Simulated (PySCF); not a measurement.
# [Yb(H2O)]3+: other functionals and bases at one geometry

One table from this session's results is given with a row withheld; the runs are named, their logs left out.

Program: PySCF 2.14.0. Level of theory: several levels, as the steps say, no spin–orbit coupling. These are calculated values, not measurements.

1 further run of the same task is left out (for a known fault of the program).

### The starting structure

4 atoms, charge 3, spin multiplicity 1.

Bond lengths: Yb1–O2 2.120 Å, O2–H3 1.005 Å, O2–H4 1.005 Å. Angles: Yb1–O2–H3 128.9°, Yb1–O2–H4 128.9°, H3–O2–H4 102.1°.

Geometry (Å):

```xyz
4
charge 3, multiplicity 1
Yb    0.00000    0.00000   -0.04358
O     0.00000    0.00000    2.07600
H     0.78153    0.00000    2.70774
H    -0.78153    0.00000    2.70774
```

Formal oxidation states: Yb +3. Each metal's 13 4f electrons lie in its core potential, so multiplicities, spins and levels count the valence alone. An earlier session relaxed this geometry at PBE0, Yb lcecp-1-SVP with ECP59, O def2-SVP, H def2-SVP (singlet, point group C2v).

At PBE0 on the finer grid: E = -114.313286 Eh, HOMO -28.62 eV, LUMO -20.83 eV, Mulliken charge on Yb1 +2.53 e, largest force component 0.001 eV/Å. 

Levels to run: PBE; CAM-B3LYP; PBE0, TZVP. Hardware: 2 threads of Arm Neoverse V2, shared host.

Set-up of the first run:

run.py (the lines that set the calculation)

```python
mol = gto.M(atom='''
Yb     0.00000     0.00000    -0.04358
O      0.00000     0.00000     2.07600
H      0.78153     0.00000     2.70774
H     -0.78153     0.00000     2.70774''',
    basis={'Yb': 'lcecp-1-SVP', 'O': 'def2-SVP', 'H': 'def2-SVP'},
    ecp={'Yb': 'lcecp-1-SVP'},
    charge=3, spin=0)
mf = dft.RKS(mol, xc='PBE')
mf.grids.atom_grid = (75, 302)  # f atoms: unpruned, at least (60, 302)
mf = mf.density_fit()  # fitting sets: Yb AutoAux, O def2-universal-JKFIT, H def2-universal-JKFIT
mf.conv_tol = 1e-08; mf.max_cycle = 55
mf.kernel(dm0)  # dm0: the density of the relaxed state
```

Started as:

```console
$ OMP_NUM_THREADS=2 python run.py
```

Steps of the session up to this table: PBE; CAM-B3LYP; PBE0, TZVP.

One of the session's tables, all rows but one given; the rest of the session is left out.

| level | HOMO (eV) | gap (eV) | charge on Yb1 (e) | dipole (D) | largest force component (eV/Å) |
| --- | --- | --- | --- | --- | --- |
| PBE0 (relaxed here) | -28.62 | 7.80 | 2.53 | 3.54 | 0.00 |
| PBE | ? | ? | ? | ? | ? |
| CAM-B3LYP | -30.09 | 10.04 | 2.53 | 3.49 | 0.14 |
| PBE0, TZVP | -28.59 | 7.79 | 2.62 | 3.61 | 0.36 |

**Question.** Estimate the row for PBE.

As computed: HOMO (eV): -27.00; gap (eV): 5.06; charge on Yb1 (e): 2.47; dipole (D): 3.91; largest force component (eV/Å): 0.48. In the column «HOMO (eV)» it is the highest.

The dipole of a charged species depends on the origin, so these sizes hold for this origin alone.

In one basis the HOMO–LUMO gap runs from 5.06 eV (PBE) to 10.04 eV (CAM-B3LYP). The largest leftover force, 0.48 eV/Å with PBE, stands at a geometry relaxed at another level. With 4f in the core, its levels are missing from HOMO and gap, and its count is fixed, so no charge can pass from the ligands into it. Total energies of different levels can't be compared.
